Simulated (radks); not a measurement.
# The series with 4 electrons, Be to Se³⁰⁺

One table from this session's results is given with a row withheld; the runs are named, their logs left out.

Method: scalar-relativistic Kohn-Sham, PBE, spin-polarised, spherical densities, point nucleus. Code: radks (a radial shooting solver on a logarithmic mesh, Libxc functionals) version 1.

## Starting point

| Property | Result |
| --- | --- |
| electrons | 4 |
| ions | Be, C²⁺, O⁴⁺, Ne⁶⁺, Mg⁸⁺, Si¹⁰⁺, S¹²⁺, Ar¹⁴⁺, Ca¹⁶⁺, Ti¹⁸⁺, Cr²⁰⁺, Fe²²⁺, Ni²⁴⁺, Zn²⁶⁺, Ge²⁸⁺, Se³⁰⁺ |
| configuration | NIST ground configuration of each |

Set-up of the first run:

The run's settings:

```text
Z 4
configuration [He] 2s2
relativity scalar-relativistic
functional pbe,pbe
spin polarised
nucleus point
c 137.035999084
```

Among the steps run: Be, [He] 2s2; C²⁺, [He] 2s2; O⁴⁺, [He] 2s2; Ne⁶⁺, [He] 2s2; Mg⁸⁺, [He] 2s2; Si¹⁰⁺, [He] 2s2; S¹²⁺, [He] 2s2; Ar¹⁴⁺, [He] 2s2; Ca¹⁶⁺, [He] 2s2; Ti¹⁸⁺, [He] 2s2; Cr²⁰⁺, [He] 2s2; Fe²²⁺, [He] 2s2; Ni²⁴⁺, [He] 2s2; Zn²⁶⁺, [He] 2s2; Ge²⁸⁺, [He] 2s2; Se³⁰⁺, [He] 2s2.

One of the session's tables, all rows but one given; the rest of the session is left out.

| ion | E (hartree) | ε(1s) (eV) |
| --- | --- | --- |
| Be | -14.63287 | -106.21 |
| C²⁺ | -36.47795 | -308.54 |
| O⁴⁺ | -68.35794 | -620.48 |
| Ne⁶⁺ | -110.28854 | -1041.8 |
| Mg⁸⁺ | -162.29736 | -1572.8 |
| Si¹⁰⁺ | -224.41988 | -2213.8 |
| S¹²⁺ | -296.69892 | -2965.1 |
| Ar¹⁴⁺ | -379.18463 | -3827.3 |
| Ca¹⁶⁺ | -471.93461 | -4801.0 |
| Ti¹⁸⁺ | -575.01406 | -5886.8 |
| Cr²⁰⁺ | -688.49605 | -7085.4 |
| Fe²²⁺ | -812.46172 | -8397.6 |
| Ni²⁴⁺ | -947.00058 | -9824.5 |
| Zn²⁶⁺ | ? | ? |
| Ge²⁸⁺ | -1248.19987 | -13026.0 |
| Se³⁰⁺ | -1415.08435 | -14802.9 |

Q: Estimate the row for Zn²⁶⁺ from the others.

As computed: E (hartree): -1092.21087; ε(1s) (eV): -11366.9. In the column «E (hartree)» it lies between Ge²⁸⁺ (-1248.19987) and Ni²⁴⁺ (-947.00058).
